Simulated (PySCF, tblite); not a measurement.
# C₅H₁₁BSi: geometry, infrared bands and NMR shifts

What infrared bands and NMR shifts should C₅H₁₁BSi (`CB1C=C(C)C[SiH2]1`) show?

Programs: tblite 0.8.0 and PySCF 2.14.0, with density-fitted response routines of our own. Each step states its level of theory. These are calculated values for one molecule in the gas phase, unless marked as measured. Atoms count from 0, in the outputs and in this text.

## Step 1: The molecule as given

18 atoms, charge 0, multiplicity 1; geometry from: force field or distance geometry start.

Bonds of the start (Å): C0–B1 1.57, B1–C2 1.54, C2–C3 1.29, C3–C4 1.54, C3–C5 1.47, C5–Si6 1.87, Si6–B1 1.98, C0–H7 1.13, C0–H8 1.12, C0–H9 1.10, C2–H10 1.12, C4–H11 1.11, C4–H12 1.10, C4–H13 1.10, C5–H14 1.11, C5–H15 1.11, Si6–H16 1.45, Si6–H17 1.45.

## Step 2: Relaxing the molecule with GFN2-xTB

What the job is given:

```
{"job": {"kind": "relax", "xc": "GFN2-xTB", "basis": "xTB"}, "charge": 0, "multiplicity": 1}
C      2.760900     0.748900     0.015100
B      1.284300     0.217200    -0.072800
C     -0.072000     0.938100    -0.053300
C     -1.132100     0.208700    -0.181900
C     -2.537200     0.827900    -0.168000
C     -1.000800    -1.251100    -0.328600
Si     0.651200    -1.582100     0.471200
H      3.109900     0.595500     1.074900
H      3.476500     0.174600    -0.622400
H      2.841000     1.828900    -0.181300
H     -0.128500     2.051000     0.040100
H     -3.154500     0.183600    -0.828100
H     -2.508600     1.866500    -0.527300
H     -2.973300     0.777500     0.839100
H     -1.826900    -1.814600     0.141800
H     -0.873100    -1.545300    -1.396100
H      0.641500    -1.584100     1.921300
H      1.432700    -2.635000    -0.155400
```

On the command line:

```
$ OMP_NUM_THREADS=1 python probes_run.py task.json out
```

The driver reads the jobs from task.json and runs them one after another.

**Question.** This job is followed by: GFN2-xTB harmonic vibrations, gas phase; GIAO PBE0/pcSseg-1 NMR shielding, non-relativistic, gas phase. What will the session give for the following? strongest single infrared mode (GFN2-xTB); zero-point energy (GFN2-xTB); 13C shifts against TMS (PBE0/pcSseg-1); 1H shifts against TMS (PBE0/pcSseg-1, means over atoms taken as alike); 11B shifts against BF3·OEt2 (PBE0/pcSseg-1); 29Si shifts against TMS (PBE0/pcSseg-1).

The runs gave:

| quantity | value |
| --- | --- |
| strongest single infrared mode (GFN2-xTB) | 2151 cm⁻¹, 547 km/mol |
| zero-point energy (GFN2-xTB) | 89.4 kcal/mol |
| 13C shifts against TMS (PBE0/pcSseg-1) | 202.8, 157.1, 31.3, 25.2, 15.2 ppm |
| 1H shifts against TMS (PBE0/pcSseg-1, means over atoms taken as alike) | 7.30, 3.93, 2.41, 1.76, 1.36 ppm |
| 11B shifts against BF3·OEt2 (PBE0/pcSseg-1) | 88.1 ppm |
| 29Si shifts against TMS (PBE0/pcSseg-1) | -78.1 ppm |

What this shows: Over 81 steps the energy fell by 0.723 eV; of the close pairs, C5–Si6 changed most, 1.865 to 1.925 Å. No mode is imaginary among the 48: a minimum at this level. The strongest single mode, at 2151 cm⁻¹, moves mainly H17 and H16. GFN2-xTB is a fitted tight-binding method: band positions and strengths are rough. Its intensities can rank the bands wrongly. The most deshielded hydrogen is H10 (hydrogen on an alkene CH), at 7.30 ppm: olefinic region. At PBE0/pcSseg-1: The widest tensor belongs to C3: span 266 ppm, with a paramagnetic part of -279 ppm.
